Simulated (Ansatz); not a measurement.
**C2H8O2Si2: a ladder of functionals and wavefunction methods**

How much do the methods differ for C2H8O2Si2? The plan is to run it at one geometry with functionals of several rungs and with coupled cluster, and see how far each lands from CCSD(T) at the basis-set limit for the atomisation energy.

Program: Ansatz 0.2.0, Gaussian basis. Level of theory: functionals in def2-TZVPP, the program's frozen cores in correlated methods. These are calculated values, not measurements.

The runs, in order: PBE-D4, r2SCAN-D4, PBE0-D4, B3LYP-D4, ωB97X-V, ωB97M-V, B2PLYP; CCSD(T)/def2-TZVPP; MP2/def2-QZVPP; extrapolation to the limit.

## (1) The geometry

An earlier PBE0-D4 in a triple-zeta def2 set relaxation fixed the geometry.

14 atoms, charge 0, spin multiplicity 1.

Atoms are counted from 1 here; the program's logs count them from 0.

Bond lengths: O1–Si2 1.646 Å, O1–H7 0.961 Å, Si2–C3 1.891 Å, Si2–C6 1.892 Å, Si2–H8 1.484 Å, C3–Si4 1.871 Å, C3–H9 1.096 Å, C3–H10 1.089 Å, Si4–O5 1.659 Å, Si4–C6 1.881 Å, Si4–H11 1.491 Å, O5–H12 0.958 Å, C6–H13 1.096 Å, C6–H14 1.089 Å. Angles: Si2–O1–H7 115.2°, O1–Si2–C3 112.8°, O1–Si2–C6 113.3°, O1–Si2–H8 105.5°, C3–Si2–C6 89.6°, C3–Si2–H8 117.9°, C6–Si2–H8 117.6°, Si2–C3–Si4 85.9°, Si2–C3–H9 109.9°, Si2–C3–H10 120.1°, Si4–C3–H9 110.2°, Si4–C3–H10 119.9°, H9–C3–H10 109.0°, C3–Si4–O5 106.2°, C3–Si4–C6 90.6°, C3–Si4–H11 119.6°, O5–Si4–C6 111.1°, O5–Si4–H11 110.2° and more.

## (2) PBE-D4 (GGA)

The input, in.yaml:

```yaml
crystal:
  periodic: [false, false, false]
  atoms:
    - {symbol: O, position_ang: [1.282222, -0.979169, 1.660685]}
    - {symbol: Si, position_ang: [0.773659, -1.124368, 0.101689]}
    - {symbol: C, position_ang: [1.060223, 0.445907, -0.912806]}
    - {symbol: Si, position_ang: [-0.691791, 0.906165, -0.443514]}
    - {symbol: O, position_ang: [-0.579664, 1.771128, 0.967219]}
    - {symbol: C, position_ang: [-1.093932, -0.898887, -0.099299]}
    - {symbol: H, position_ang: [1.028438, -0.163150, 2.099612]}
    - {symbol: H, position_ang: [1.369703, -2.389936, -0.392856]}
    - {symbol: H, position_ang: [1.114107, 0.197357, -1.978961]}
    - {symbol: H, position_ang: [1.882033, 1.114939, -0.662322]}
    - {symbol: H, position_ang: [-1.551704, 1.629775, -1.423400]}
    - {symbol: H, position_ang: [-1.396640, 2.057988, 1.377464]}
    - {symbol: H, position_ang: [-1.438505, -1.396478, -1.013613]}
    - {symbol: H, position_ang: [-1.758159, -1.171272, 0.720094]}
basis:
  gaussian: {orbitals: def2-TZVPP}
hamiltonian: {xc: pbe, dispersion: d4}
output: {forces: true, orbitals: {seedname: orbitals}}
```

Run with:

```console
$ ansatz run in.yaml --threads 2 --pin off --events-out ev --progress --plain --max-ram 22528MiB --backend cuda --devices 0, --max-vram 18GiB
```

Further steps of the session: r2SCAN-D4 (meta-GGA); PBE0-D4 (hybrid); B3LYP-D4 (hybrid); ωB97X-V (range-separated); ωB97M-V (range-separated); B2PLYP (double hybrid); CCSD(T) in def2-TZVPP; MP2 in def2-QZVPP.

Q: Predict the results of all the runs planned. Wanted: atomisation energy, CCSD(T)/CBS; farthest; mean size of error, hybrid; mean size of error, range-separated; gap, smallest and largest; T1 diagnostic; triples share of the correlation energy.

The runs gave:

| quantity | value |
| --- | --- |
| atomisation energy, CCSD(T)/CBS | 5418.2 kJ/mol |
| functionals within 27.1 kJ/mol (0.5 %) | r2SCAN-D4, ωB97X-V, ωB97M-V |
| farthest | B2PLYP (-88.8 kJ/mol) |
| mean size of error, hybrid | 38.2 kJ/mol |
| mean size of error, range-separated | 5.1 kJ/mol |
| gap, smallest and largest | 5.69 eV (PBE-D4), 12.12 eV (ωB97X-V) |
| T1 diagnostic | 0.0113 |
| triples share of the correlation energy | 3.8 % |

PBE-D4 is off by +40.8 kJ/mol. Double hybrids carry the basis error of their MP2 part in triple zeta, and no dispersion term here, so their miss is partly the set-up's. The reference freezes the cores and leaves out relativity and excitations past (T), so misses under about 27.1 kJ/mol can't be ranked. Hartree-Fock recovers 73 % of the binding; the rest is correlation. The gap grows from 5.7 to 12.1 eV across the functionals, mostly with the share of exact exchange.
